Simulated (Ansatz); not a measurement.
# FeMo3: the cost of one run

Method: DFT PBE, scalar-relativistic, plane waves, PAW, in Ansatz 0.2.0.

## 1. The structure to begin with

It takes space group Pm-3m (No. 221, cubic). Conventional cell: a = 3.776 Å, b = 3.776 Å, c = 3.776 Å, α = 90.00°, β = 90.00°, γ = 90.00°. Fe (site symmetry m-3m) is surrounded by 12 Mo at 2.67 Å. Mo (site symmetry 4/mmm) has 4 Fe at 2.67 Å and 8 Mo at 2.67 Å as nearest neighbours.

As a file:

```xyz
4
Lattice="3.7755 0.0000 0.0000 0.0000 3.7755 0.0000 0.0000 0.0000 3.7755" Properties=species:S:1:pos:R:3 pbc="T T T"
Fe    0.0000    0.0000    0.0000
Mo    0.0000    1.8878    1.8878
Mo    1.8878    0.0000    1.8878
Mo    1.8878    1.8878    0.0000
```

(A quick probe on a coarse mesh, which set the mesh and smearing, is not shown.)

## 3. A loose first relaxation

The input, input.yaml:

```yaml
crystal:
  lattice:
    - [3.7755140398, 0.0, 0.0]
    - [0.0, 3.7755140398, 0.0]
    - [0.0, 0.0, 3.7755140398]
  atoms:
    - { symbol: Fe, position: [0.0, 0.0, 0.0], spin: 1.41 }
    - { symbol: Mo, position: [0.0, 0.5, 0.5] }
    - { symbol: Mo, position: [0.5, 0.0, 0.5] }
    - { symbol: Mo, position: [0.5, 0.5, 0.0] }
basis:
  ecutwfc: 420
kpoints:
  mp_grid: { grid: [4, 4, 4] }
hamiltonian:
  xc: pbe
scf:
  occupations: { method: gaussian, width: 0.1 }
  lower_state_search: "off"
output:
  forces: true
  stress: true
  eigenvalues: true
  populations: true
magnetization:
  spin_polarized: true
relax:
  adjacent_minimum: "off"
  f_tol: 0.04
  max_steps: 70
  cell: { stress_tol: 0.4 }
```

Command:

```console
ansatz run input.yaml --threads 1 --pin off --max-ram 2560MiB --backend cpu --events-out ev --progress --plain --runs-dir out
```

What time and memory should one allow on 1 thread of Arm Neoverse V2, shared host?

About 19 s, with a peak of 0.33 GiB.
